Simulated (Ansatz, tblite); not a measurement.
# Sn26H32 hole sphere (Sn26H31Br): which spin state is lowest

Aim: set other spin states of Sn26H32 hole sphere (Sn26H31Br) against its singlet, on many levels of theory.

Computed with Ansatz 0.2.0, Gaussian basis. Level: as each input shows.

The runs, in order: triplet, at the geometry of the singlet (GFN1-xTB, GFN2-xTB, PBE0-D4/def2-SVP, PBE-D4/def2-SVP); the singlet's energies come from earlier runs.

1 further run of the same task is left out (set aside as unsound or not needed). Runs told in other sessions of the task aren't counted.

## (1) The relaxed structure

The geometry is that of the singlet, from an earlier relaxation (r2SCAN-D4/def2-SVP).

58 atoms, charge 0, spin multiplicity 1.

Bond lengths: Sn1–Sn17 2.801 Å, Sn1–Sn18 2.812 Å, Sn1–H28 1.723 Å, Sn1–H29 1.723 Å, Sn2–Sn18 2.813 Å, Sn2–Sn19 2.803 Å, Sn2–H30 1.726 Å, Sn2–H31 1.718 Å, Sn3–Sn17 2.801 Å, Sn3–Sn20 2.810 Å, Sn3–H32 1.723 Å, Sn3–H33 1.723 Å, Sn4–Sn20 2.811 Å, Sn4–Sn21 2.802 Å, Sn4–H34 1.723 Å, Sn4–H35 1.723 Å, Sn5–Sn17 2.801 Å, Sn5–Sn22 2.811 Å and more. Angles: Sn17–Sn1–Sn18 110.8°, Sn17–Sn1–H28 110.2°, Sn17–Sn1–H29 109.9°, Sn18–Sn1–H28 109.5°, Sn18–Sn1–H29 109.3°, H28–Sn1–H29 107.1°, Sn18–Sn2–Sn19 109.7°, Sn18–Sn2–H30 108.1°, Sn18–Sn2–H31 111.1°, Sn19–Sn2–H30 109.2°, Sn19–Sn2–H31 111.1°, H30–Sn2–H31 107.6°, Sn17–Sn3–Sn20 110.3°, Sn17–Sn3–H32 110.3°, Sn17–Sn3–H33 110.1°, Sn20–Sn3–H32 109.5°, Sn20–Sn3–H33 109.6°, H32–Sn3–H33 107.1° and more.

Sn takes a core potential in the def2 sets. No spin-orbit coupling is included.

## (2) Triplet at the fixed geometry, GFN1-xTB

Tight binding, by tblite at 300 K electronic temperature and without a spin-polarisation term:

```python
tblite.interface.Calculator('GFN1-xTB', numbers, positions, charge=0, uhf=2).singlepoint()
```

Energy -2351.6518 eV; 0.92 s.

## (3) Triplet at the fixed geometry, GFN2-xTB

Tight binding, by tblite at 300 K electronic temperature and without a spin-polarisation term:

```python
tblite.interface.Calculator('GFN2-xTB', numbers, positions, charge=0, uhf=2).singlepoint()
```

Energy -2049.2832 eV; 2.3 s.

## (4) Triplet at the fixed geometry, PBE0-D4/def2-SVP

Input file in.yaml:

```yaml
crystal:
  periodic: [false, false, false]
  atoms:
    - {symbol: Sn, position_ang: [-4.855325, -1.609690, -1.553114]}
    - {symbol: Sn, position_ang: [-4.858872, 1.724214, 1.632056]}
    - {symbol: Sn, position_ang: [-1.622598, -4.849622, -1.603579]}
    - {symbol: Sn, position_ang: [1.679463, -4.834534, 1.640976]}
    - {symbol: Sn, position_ang: [-1.671521, -1.632030, -4.826058]}
    - {symbol: Sn, position_ang: [-1.596914, 1.604060, -1.566996]}
    - {symbol: Sn, position_ang: [1.614884, -1.590346, -1.610460]}
    - {symbol: Sn, position_ang: [1.610087, 1.633655, -4.883031]}
    - {symbol: Sn, position_ang: [-1.558557, -1.592485, 1.648043]}
    - {symbol: Sn, position_ang: [-1.732604, 1.544902, 4.734502]}
    - {symbol: Sn, position_ang: [1.712907, -1.611491, 4.888219]}
    - {symbol: Sn, position_ang: [1.669232, 1.639090, 1.567864]}
    - {symbol: Sn, position_ang: [1.675179, 4.869949, -1.678980]}
    - {symbol: Sn, position_ang: [-1.553552, 4.929916, 1.616163]}
    - {symbol: Sn, position_ang: [4.894286, 1.635021, -1.698197]}
    - {symbol: Sn, position_ang: [4.906067, -1.604021, 1.624847]}
    - {symbol: Sn, position_ang: [-3.277614, -3.243469, -3.192452]}
    - {symbol: Sn, position_ang: [-3.247787, 0.020734, 0.078486]}
    - {symbol: Sn, position_ang: [-3.238563, 3.368093, 3.221910]}
    - {symbol: Sn, position_ang: [0.025603, -3.247936, 0.013702]}
    - {symbol: Sn, position_ang: [3.314316, -3.232638, 3.257348]}
    - {symbol: Sn, position_ang: [-0.010722, 0.008958, -3.260421]}
    - {symbol: Sn, position_ang: [0.040458, 3.294036, -0.021043]}
    - {symbol: Sn, position_ang: [3.313213, 0.010402, -0.036029]}
    - {symbol: Sn, position_ang: [3.272918, 3.250239, -3.312592]}
    - {symbol: Sn, position_ang: [0.106393, 0.012593, 3.254171]}
    - {symbol: Br, position_ang: [-3.491818, -0.219531, 5.317833]}
    - {symbol: H, position_ang: [-5.883391, -2.575049, -0.563946]}
    - {symbol: H, position_ang: [-5.874549, -0.614643, -2.523050]}
    - {symbol: H, position_ang: [-5.787783, 2.707276, 0.560168]}
    - {symbol: H, position_ang: [-5.959545, 0.824848, 2.596179]}
    - {symbol: H, position_ang: [-2.572440, -5.885966, -0.607665]}
    - {symbol: H, position_ang: [-0.646745, -5.860872, -2.600903]}
    - {symbol: H, position_ang: [2.659147, -5.851536, 0.653305]}
    - {symbol: H, position_ang: [0.709732, -5.865092, 2.623665]}
    - {symbol: H, position_ang: [-2.650371, -0.644543, -5.843826]}
    - {symbol: H, position_ang: [-0.697280, -2.609725, -5.857891]}
    - {symbol: H, position_ang: [-2.608603, 2.604792, -2.553057]}
    - {symbol: H, position_ang: [2.606651, -2.586950, -2.620184]}
    - {symbol: H, position_ang: [0.618790, 2.615482, -5.894222]}
    - {symbol: H, position_ang: [2.557926, 0.635902, -5.920160]}
    - {symbol: H, position_ang: [-2.511582, -2.613518, 2.659932]}
    - {symbol: H, position_ang: [-1.199283, 2.091442, 6.282515]}
    - {symbol: H, position_ang: [0.707440, -2.568501, 5.904938]}
    - {symbol: H, position_ang: [2.689250, -0.623004, 5.906268]}
    - {symbol: H, position_ang: [2.676526, 2.636749, 2.561828]}
    - {symbol: H, position_ang: [0.684556, 5.898274, -2.643504]}
    - {symbol: H, position_ang: [2.658650, 5.890221, -0.698296]}
    - {symbol: H, position_ang: [-2.514965, 5.969500, 0.634509]}
    - {symbol: H, position_ang: [-0.557347, 5.938438, 2.596162]}
    - {symbol: H, position_ang: [5.904806, 0.638648, -2.675209]}
    - {symbol: H, position_ang: [5.931315, 2.612607, -0.729777]}
    - {symbol: H, position_ang: [5.941648, -2.577387, 0.650713]}
    - {symbol: H, position_ang: [5.919527, -0.599351, 2.591004]}
    - {symbol: H, position_ang: [-4.293720, -4.239124, -4.175163]}
    - {symbol: H, position_ang: [-4.173157, 4.353792, 4.289282]}
    - {symbol: H, position_ang: [4.325823, -4.227868, 4.245432]}
    - {symbol: H, position_ang: [4.260613, 4.242990, -4.326714]}
basis:
  gaussian: {orbitals: def2-SVP, fitting: {mean_field: def2-universal-jkfit}}
magnetization: {spin_polarized: true, initial_magnetization: 2}
hamiltonian: {xc: pbe0, dispersion: d4}
scf: {omitted_lower_state_checks: [starts]}
output: {orbitals: {seedname: orbitals}}
```

Run with:

```sh
ansatz run in.yaml --threads 11 --pin off --events-out ev --progress --plain --max-ram 174080MiB --backend cuda --devices 0, --max-vram 75GiB
```

The program printed:

```text
Functional definition: PBE0
  name "PBE0"
  cite "Adamo & Barone, J. Chem. Phys. 110, 6158 (1999) doi:10.1063/1.478522"
  cite "Perdew, Burke & Ernzerhof, Phys. Rev. Lett. 77, 3865 (1996) doi:10.1103/PhysRevLett.77.3865"
  parent pbe
  parameter a = 0.25
  parameter kappa = 0.804
  parameter beta = 0.06672455060314922
  exchange = (1 - a)*pbe_x(kappa = kappa, mu = beta*pi^2/3) + a*exact_x
  correlation = pbe_c(beta = beta)
these checks for a lower state are left out or cut short: starts
6492 factors; integrals over basis functions are off by at most 3.2e-1 eV
mean field evaluation 1: about -222168.6253 eV, gradient 2.3e1 eV
mean field evaluation 2: about -222159.6904 eV, gradient 3.8e1 eV
mean field evaluation 4: about -222169.5611 eV, gradient 1.5e1 eV
mean field evaluation 8: about -222172.1335 eV, gradient 8.1e-1 eV
mean field evaluation 16: about -222172.1551 eV, gradient 8.2e-2 eV
mean field evaluation 32: about -222172.1560 eV, gradient 9.2e-4 eV
mean field -222172.15599270 eV, -8164.6761390355 hartree, gradient 5.6e-6 eV, S^2 2.005097; 0 other end points of the search recorded, 0 dependent functions left out
reference -222172.15610787 eV, -8164.6761432681 hartree; 320, 318 occupied and 543, 545 virtual orbitals, 6492 factors
Total energy: -222176.74048718 eV, -8164.8446161003 hartree
Checks for a lower state left out: starts
```

Run time: 31 s. Hardware: 1 × H100 with 11 threads of AMD EPYC 7R13, shared host; peak host memory 1.8 GiB.

Report: HOMO -3.37 eV, LUMO -5.55 eV (over both spins; with the spin held, an empty level of the minority spin lies below the top filled one); ⟨S²⟩ 2.005 (pure: 2.00).

## (5) Triplet at the fixed geometry, PBE-D4/def2-SVP

start.molden holds the orbitals of an earlier run on this state, given as this run's starting guess.

Changes to in.yaml since step 4:

```diff
@@ -62,5 +62,5 @@
 basis:
-  gaussian: {orbitals: def2-SVP, fitting: {mean_field: def2-universal-jkfit}}
+  gaussian: {orbitals: def2-SVP, fitting: {mean_field: def2-universal-jkfit}, initial_orbitals: start.molden}
 magnetization: {spin_polarized: true, initial_magnetization: 2}
-hamiltonian: {xc: pbe0, dispersion: d4}
+hamiltonian: {xc: pbe, dispersion: d4}
 scf: {omitted_lower_state_checks: [starts]}
```

The command is unchanged.

The program printed:

```text
Functional definition: PBE
  name "PBE"
  cite "Perdew, Burke & Ernzerhof, Phys. Rev. Lett. 77, 3865 (1996) doi:10.1103/PhysRevLett.77.3865"
  parent pbe
  parameter kappa = 0.804
  parameter beta = 0.06672455060314922
  exchange = pbe_x(kappa = kappa, mu = beta*pi^2/3)
  correlation = pbe_c(beta = beta)
these checks for a lower state are left out or cut short: starts
6492 factors; integrals over basis functions are off by at most 3.2e-1 eV
mean field evaluation 1: about -222160.4760 eV, gradient 1.1e1 eV
mean field evaluation 2: about -222161.3769 eV, gradient 8.3e-1 eV
mean field evaluation 4: about -222161.3978 eV, gradient 2.4e-1 eV
mean field evaluation 8: about -222161.4037 eV, gradient 5.9e-2 eV
mean field evaluation 16: about -222161.4038 eV, gradient 1.5e-4 eV
mean field -222161.40378624 eV, -8164.2810027362 hartree, gradient 2.5e-6 eV, S^2 2.001533; 0 other end points of the search recorded, 0 dependent functions left out
reference -222161.40393998 eV, -8164.2810083861 hartree; 320, 318 occupied and 543, 545 virtual orbitals, 6492 factors
Total energy: -222166.31328094 eV, -8164.4614233386 hartree
Checks for a lower state left out: starts
```

Wall time 27 s (1 × H100 with 11 threads of AMD EPYC 7R13, shared host); peak host memory 1.8 GiB.

HOMO -3.12 eV, LUMO -5.74 eV (over both spins; with the spin held, an empty level of the minority spin lies below the top filled one); ⟨S²⟩ 2.002 (pure: 2.00).

## (6) Triplet less singlet, vertical

The singlet's energies are those of its earlier runs, whose logs aren't repeated here.

| level | triplet less singlet, vertical (kJ/mol) | time |
| --- | --- | --- |
| GFN1-xTB | +110.5 | 1.6 s |
| GFN2-xTB | +67.0 | 4.4 s |
| PBE-D4/def2-SVP | +256.5 | 35 s |
| PBE0-D4/def2-SVP | +312.9 | 42 s |

Times add the two runs; a level without a time comes out of a correlated run. Tight binding without a spin term can't rank spin states.

## (7) What came out

| quantity | value |
| --- | --- |
| triplet less singlet, vertical, functionals in def2-SVP | +256.5 (PBE-D4) to +312.9 kJ/mol (PBE0-D4) |

All functionals put the triplet above the singlet, over a spread of 56.4 kJ/mol. The checks for a lower triplet were left out, so another state of that spin may lie lower. These are electronic energies, without zero-point motion, entropy or surroundings.
